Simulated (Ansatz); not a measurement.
**C4HF5: small, medium and large basis sets**

How large a basis does C4HF5 need? Two functionals are run in growing sets.

Program: Ansatz 0.2.0, Gaussian basis. Level of theory: one geometry, several basis sets. These are calculated values, not measurements.

Plan: PBE0-D4/def2-SVP; ωB97M-V/def2-SVP; PBE0-D4/def2-QZVPP; ωB97M-V/def2-QZVPP; the functionals' def2-TZVPP values are taken from earlier runs.

## 1. Structure used throughout

An earlier PBE0-D4 in a triple-zeta def2 set relaxation fixed the geometry.

10 atoms, charge 0, spin multiplicity 1.

Atoms are counted from 1 here; the program's logs count them from 0.

Bond lengths: F1–C2 1.304 Å, C2–C3 1.333 Å, C2–C8 1.494 Å, C3–F4 1.305 Å, C3–C5 1.493 Å, C5–F6 1.340 Å, C5–F7 1.349 Å, C5–C8 1.560 Å, C8–F9 1.363 Å, C8–H10 1.093 Å. Angles: F1–C2–C3 134.6°, F1–C2–C8 129.9°, C3–C2–C8 95.4°, C2–C3–F4 135.4°, C2–C3–C5 93.3°, F4–C3–C5 131.2°, C3–C5–F6 117.2°, C3–C5–F7 115.8°, C3–C5–C8 86.6°, F6–C5–F7 107.2°, F6–C5–C8 114.3°, F7–C5–C8 115.0°, C2–C8–C5 84.7°, C2–C8–F9 115.7°, C2–C8–H10 117.3°, C5–C8–F9 114.5°, C5–C8–H10 114.2°, F9–C8–H10 109.0°.

## 2. PBE0-D4 in def2-SVP

Contents of in.yaml:

```yaml
crystal:
  periodic: [false, false, false]
  atoms:
    - {symbol: F, position_ang: [-1.418847, -1.887771, 0.580140]}
    - {symbol: C, position_ang: [-0.707166, -0.824179, 0.327320]}
    - {symbol: C, position_ang: [-0.685600, 0.422217, 0.799680]}
    - {symbol: F, position_ang: [-1.328431, 1.074972, 1.728971]}
    - {symbol: C, position_ang: [0.457729, 0.824927, -0.072137]}
    - {symbol: F, position_ang: [0.218165, 1.753842, -1.007933]}
    - {symbol: F, position_ang: [1.586019, 1.188960, 0.571363]}
    - {symbol: C, position_ang: [0.445907, -0.641781, -0.604397]}
    - {symbol: F, position_ang: [0.157498, -0.758507, -1.931565]}
    - {symbol: H, position_ang: [1.357826, -1.203781, -0.388542]}
basis:
  gaussian: {orbitals: def2-SVP}
hamiltonian: {xc: pbe0, dispersion: d4}
output: {orbitals: {seedname: orbitals}}
```

The run is started by

```bash
> ansatz run in.yaml --threads 4 --pin off --events-out ev --progress --plain --max-ram 11315MiB
```

The runs that follow: ωB97M-V in def2-SVP; PBE0-D4 in def2-QZVPP; ωB97M-V in def2-QZVPP.

**Question.** What will the summary of the whole plan be? Wanted: PBE0-D4: double and triple zeta above quadruple; ωB97M-V: double and triple zeta above quadruple.

As calculated:

| quantity | value |
| --- | --- |
| PBE0-D4: double and triple zeta above quadruple | 22.09, 0.90 eV |
| ωB97M-V: double and triple zeta above quadruple | 22.49, 0.84 eV |

What this shows: PBE0-D4 gains 21.19 eV from double to triple zeta, then 0.90 eV more. Total energies overstate the basis error of differences, where much of it tends to cancel.
